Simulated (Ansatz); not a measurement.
# FH₆NSi₃: small, medium and large basis sets

One table from this session's results is given with a row withheld; the runs are named, their logs left out.

Computed with Ansatz 0.2.0, Gaussian basis. Level: one geometry, several basis sets.

The runs, in order: PBE0-D4/def2-SVP; ωB97M-V/def2-SVP; PBE0-D4/def2-QZVPP; ωB97M-V/def2-QZVPP; the functionals' def2-TZVPP values are taken from earlier runs.

## The geometry

The geometry comes from an earlier relaxation with PBE0-D4 in a triple-zeta def2 set; it is a stationary point, not always the lowest conformer.

SMILES `F[Si]N([SiH3])[SiH3]`, 11 atoms, charge 0, spin multiplicity 1.

Atoms are counted from 1 here; the program's logs count them from 0.

Bond lengths: F1–Si2 1.626 Å, Si2–N3 1.724 Å, N3–Si4 1.749 Å, N3–Si5 1.760 Å, Si4–H6 1.485 Å, Si4–H7 1.486 Å, Si4–H8 1.485 Å, Si5–H9 1.482 Å, Si5–H10 1.488 Å, Si5–H11 1.482 Å. Angles: F1–Si2–N3 98.9°, Si2–N3–Si4 119.2°, Si2–N3–Si5 122.4°, Si4–N3–Si5 118.4°, N3–Si4–H6 110.5°, N3–Si4–H7 107.4°, N3–Si4–H8 110.5°, H6–Si4–H7 109.8°, H6–Si4–H8 108.8°, H7–Si4–H8 109.8°, N3–Si5–H9 111.0°, N3–Si5–H10 106.5°, N3–Si5–H11 111.0°, H9–Si5–H10 109.1°, H9–Si5–H11 110.1°, H10–Si5–H11 109.1°.

The first run:

in.yaml reads:

```yaml
crystal:
  periodic: [false, false, false]
  atoms:
    - {symbol: F, position_ang: [0.595854, -2.793391, -0.130633]}
    - {symbol: Si, position_ang: [-0.678800, -1.960233, -0.699766]}
    - {symbol: N, position_ang: [-0.217418, -0.380664, -0.184651]}
    - {symbol: Si, position_ang: [-1.267133, 0.972574, -0.539084]}
    - {symbol: Si, position_ang: [1.277905, -0.073974, 0.691538]}
    - {symbol: H, position_ang: [-0.561026, 1.973201, -1.378516]}
    - {symbol: H, position_ang: [-2.445053, 0.441331, -1.272508]}
    - {symbol: H, position_ang: [-1.711321, 1.628201, 0.716868]}
    - {symbol: H, position_ang: [1.290618, -0.792632, 1.987424]}
    - {symbol: H, position_ang: [1.325128, 1.390931, 0.947910]}
    - {symbol: H, position_ang: [2.456748, -0.462343, -0.117881]}
basis:
  gaussian: {orbitals: def2-SVP}
hamiltonian: {xc: pbe0, dispersion: d4}
output: {orbitals: {seedname: orbitals}}
```

Command:

```console
> ansatz run in.yaml --threads 4 --pin off --events-out ev --progress --plain --max-ram 10444MiB
```

Steps of the session up to this table: PBE0-D4 in def2-SVP; ωB97M-V in def2-SVP; PBE0-D4 in def2-QZVPP; ωB97M-V in def2-QZVPP.

One of the session's tables, all rows but one given; the rest of the session is left out.

It belongs to the step «Density functionals: the series». 

```
functional       basis  HOMO (eV)  LUMO (eV)
   PBE0-D4    def2-SVP      -7.32      -1.55
   PBE0-D4  def2-TZVPP      -7.39      -1.70
   PBE0-D4  def2-QZVPP      -7.41      -1.75
   ωB97M-V    def2-SVP      -9.44       0.53
   ωB97M-V  def2-TZVPP          ?          ?
   ωB97M-V  def2-QZVPP      -9.57       0.13
```

Estimate the missing values for ωB97M-V, def2-TZVPP.

The run gave: HOMO (eV): -9.55; LUMO (eV): 0.26. In the column «HOMO (eV)» it lies between ωB97M-V, def2-QZVPP (-9.57) and ωB97M-V, def2-SVP (-9.44).
